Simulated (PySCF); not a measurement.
NGaH6, in a box:

```
N Ga H
1.0
    13.00000    0.00000    0.00000
     0.00000   12.00000    0.00000
     0.00000    0.00000   13.00000
N Ga H
1 1 6
Direct
  0.45564 0.49641 0.42521
  0.50798 0.52197 0.58042
  0.45401 0.56947 0.38615
  0.38378 0.46366 0.42469
  0.50299 0.44334 0.38734
  0.42165 0.60625 0.61643
  0.61822 0.57056 0.55513
  0.50074 0.39725 0.61908
```

Base run:

- Program: PySCF 2.14.0
- Functional: OLYP
- Dispersion: D4
- Potentials or basis: def2-svp (all-electron)
- k mesh: 1 × 1 × 1
- Occupations: fixed
- Spin: no spin polarisation

Its results: gap between the frontier levels 5.36 eV.

After a change of settings the same cell gave: gap between the frontier levels 7.66 eV. Which change was it?
A. functional from OLYP to PBE0; dispersion from D4 to D3(BJM)
B. functional from OLYP to M06-2X; dispersion from D4 to D3
C. functional from OLYP to X3LYP; dispersion from D4 to D3(BJ)

A.

Caveats: this is a molecule in a periodic box at the Γ point, so its band gap is the HOMO-LUMO gap; relativity is left out, which matters for the heavier elements; the basis of atomic orbitals isn't converged, which shifts pressures, moduli and gaps.

Runs at the PBE level aren't shown here.
